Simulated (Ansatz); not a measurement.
# CH7BFPSi: one species, many methods

The task here is to estimate one member of a computed series from the others.

Computed with Ansatz 0.2.0, Gaussian basis. Level: functionals in def2-TZVPP, the program's frozen cores in correlated methods.

Plan: LDA (SPW92), PBE-D4, revPBE-D4, BLYP-D4, r2SCAN-D4, B97M-V, PBE0-D4, B3LYP-D4, r2SCANh-D4, r2SCAN0-D4, HSE06-D4, BHLYP-D4, CAM-B3LYP-D4, LC-ωPBE, ωB97X-V, ωB97M-V, B2PLYP, PBE-QIDH; CCSD(T)/def2-SVP; CCSD(T)/def2-TZVPP; MP2/def2-QZVPP; extrapolation to the limit; RPA on PBE.

**The geometry**

The geometry comes from an earlier relaxation with PBE0-D4 in a triple-zeta def2 set; it is a stationary point, not always the lowest conformer.

SMILES `BP[SiH](C)F`, 12 atoms, charge 0, spin multiplicity 1.

Atoms are counted from 1 here; the program's logs count them from 0.

Bond lengths: B1–P2 1.845 Å, B1–H6 1.194 Å, B1–H7 1.193 Å, P2–Si3 2.228 Å, P2–H8 1.412 Å, Si3–C4 1.854 Å, Si3–F5 1.604 Å, Si3–H9 1.483 Å, C4–H10 1.093 Å, C4–H11 1.093 Å, C4–H12 1.092 Å. Angles: P2–B1–H6 118.4°, P2–B1–H7 120.5°, H6–B1–H7 120.8°, B1–P2–Si3 104.7°, B1–P2–H8 106.6°, Si3–P2–H8 105.5°, P2–Si3–C4 114.1°, P2–Si3–F5 108.6°, P2–Si3–H9 105.6°, C4–Si3–F5 107.5°, C4–Si3–H9 113.1°, F5–Si3–H9 107.7°, Si3–C4–H10 110.4°, Si3–C4–H11 110.1°, Si3–C4–H12 111.0°, H10–C4–H11 108.7°, H10–C4–H12 108.4°, H11–C4–H12 108.2°.

Set-up of the first run:

Input file in.yaml:

```yaml
crystal:
  periodic: [false, false, false]
  atoms:
    - {symbol: B, position_ang: [-1.023367, 1.654369, 1.345847]}
    - {symbol: P, position_ang: [0.620869, 0.818192, 1.373953]}
    - {symbol: Si, position_ang: [0.889380, 0.032644, -0.693457]}
    - {symbol: C, position_ang: [-0.056977, -1.522962, -1.041549]}
    - {symbol: F, position_ang: [2.445147, -0.286385, -0.921120]}
    - {symbol: H, position_ang: [-1.270080, 2.389981, 0.437961]}
    - {symbol: H, position_ang: [-1.767349, 1.558699, 2.273288]}
    - {symbol: H, position_ang: [0.480821, -0.321756, 2.195966]}
    - {symbol: H, position_ang: [0.521292, 1.150781, -1.595256]}
    - {symbol: H, position_ang: [0.169322, -1.890541, -2.045754]}
    - {symbol: H, position_ang: [-1.130635, -1.332990, -0.972749]}
    - {symbol: H, position_ang: [0.198576, -2.305135, -0.323233]}
basis:
  gaussian: {orbitals: def2-TZVPP}
hamiltonian: {xc: lda}
output: {orbitals: {seedname: orbitals}}
```

Started as:

```console
ansatz run in.yaml --threads 4 --pin off --events-out ev --progress --plain --max-ram 10444MiB
```

Steps of the session up to this table: LDA; PBE-D4 (GGA); revPBE-D4 (GGA); BLYP-D4 (GGA); r2SCAN-D4 (meta-GGA); B97M-V (meta-GGA); PBE0-D4 (hybrid); B3LYP-D4 (hybrid); r2SCANh-D4 (hybrid); r2SCAN0-D4 (hybrid); HSE06-D4 (hybrid); BHLYP-D4 (hybrid); CAM-B3LYP-D4 (range-separated); LC-ωPBE (range-separated); ωB97X-V (range-separated); ωB97M-V (range-separated); B2PLYP (double hybrid); PBE-QIDH (double hybrid).

One table of the session follows, with a row left open; its other results are not shown here.

```
  functional  HOMO (eV)  LUMO (eV)  gap (eV)
 LDA (SPW92)          ?          ?         ?
      PBE-D4      -6.53      -2.70      3.84
   revPBE-D4      -6.48      -2.60      3.88
     BLYP-D4      -6.34      -2.52      3.83
   r2SCAN-D4      -6.73      -2.42      4.31
      B97M-V      -6.83      -2.48      4.34
     PBE0-D4      -7.54      -1.80      5.73
    B3LYP-D4      -7.31      -1.98      5.33
  r2SCANh-D4      -7.11      -2.11      5.00
  r2SCAN0-D4      -7.67      -1.64      6.03
    HSE06-D4      -7.14      -2.18      4.96
    BHLYP-D4      -8.38      -0.80      7.58
CAM-B3LYP-D4      -8.74      -0.72      8.03
     LC-ωPBE     -10.06       0.38     10.44
     ωB97X-V      -9.73       0.31     10.04
     ωB97M-V      -9.59       0.11      9.70
```

Q: Estimate the row for LDA (SPW92) from the others.

The run gave: HOMO (eV): -6.67; LUMO (eV): -2.94; gap (eV): 3.74. In the column «HOMO (eV)» it lies between r2SCAN-D4 (-6.73) and PBE-D4 (-6.53).
